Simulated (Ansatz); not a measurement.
**AlGaSiH (sextet): wave-function methods side by side, cc-pVDZ**

The task here is to estimate one member of a computed series from the others.

Computed with Ansatz 0.2.0, Gaussian basis. Level: cc-pVDZ, core rule «outside noble gas», up to 24 orbitals frozen.

The runs, in order: UHF; CCSD(T) on ROHF; CCSD(T) on UHF; BCCD(T) on ROHF; CISD as a restricted active space (open shells left free, so some higher excitations enter); CCSDT(Q) on ROHF; CCSDT(Q) on UHF.

28 further runs of the same task are left out: 2 for a known fault of the program, 16 that didn't finish, 10 set aside as unsound or not needed. Runs told in other sessions of the task aren't counted.

**The system**

The geometry is a PBE0/def2-TZVP stationary point (not a proven minimum) of the parent state, kept for this charge and spin. No spin-orbit coupling is included. The filled d shell of Ga may be among the frozen orbitals whatever the setting's name suggests.

4 atoms, charge 0, spin multiplicity 6.

Atoms are counted from 1 here; the program's logs count them from 0.

Bond lengths: Ga1–Al2 2.642 Å, Ga1–H4 1.921 Å, Al2–Si3 2.391 Å, Al2–H4 1.811 Å. Angles: Al2–Ga1–H4 43.3°, Ga1–Al2–Si3 171.6°, Ga1–Al2–H4 46.7°, Si3–Al2–H4 125.0°, Ga1–H4–Al2 90.1°.

As a file:

```
atom   x (Å)    y (Å)    z (Å)
 Ga1  0.0000  -0.2796   2.2832
 Al2  0.0000  -0.4385  -0.3541
 Si3  0.0000  -0.2324  -2.7363
  H4  0.0000   0.9506   0.8072
```

Set-up of the first run:

in.yaml

```yaml
crystal:
  periodic: [false, false, false]
  atoms:
    - {symbol: Ga, position_ang: [-0.000001, -0.279644, 2.283217]}
    - {symbol: Al, position_ang: [0.000001, -0.438476, -0.354113]}
    - {symbol: Si, position_ang: [-0.000002, -0.232433, -2.736259]}
    - {symbol: H, position_ang: [0.000003, 0.950553, 0.807155]}
basis:
  gaussian: {orbitals: cc-pVDZ}
magnetization: {spin_polarized: true, initial_magnetization: 5}
hamiltonian: {xc: hf}
output: {orbitals: {seedname: orbitals}}
```

On the command line:

```bash
$ ansatz run in.yaml --threads 1 --pin off --events-out ev --progress --plain --max-ram 2393MiB
```

Among the steps run: UHF; CCSD(T) on ROHF; CCSD(T) on UHF; BCCD(T) on ROHF; CISD as a restricted active space (open shells left free, so some higher excitations enter); CCSDT(Q) on ROHF; CCSDT(Q) on UHF.

One table of the session follows, with a row left open; its other results are not shown here.

```
   method  from RCCSDT(Q) (meV)
     ROHF               +5319.9
      UHF               +5233.5
     RMP2               +1423.6
     UMP2               +1436.9
     CISD                +727.1
    RCCSD                +305.2
    UCCSD                +302.2
 RCCSD(T)                 +87.6
 UCCSD(T)                 +86.1
  BCCD(T)                 +82.0
   RCCSDT                     ?
   UCCSDT                 +16.1
RCCSDT(Q)                     0
UCCSDT(Q)                  -3.2
```

**Question.** Estimate the row for RCCSDT.

As computed: from RCCSDT(Q) (meV): +18.2. In the column «from RCCSDT(Q) (meV)» it lies between UCCSDT (+16.1) and BCCD(T) (+82.0).

Limits of these values: Restricted and unrestricted rows rest on different reference determinants; a gap between their highest levels can come from leftover correlation error, from unlike frozen cores or from another state.
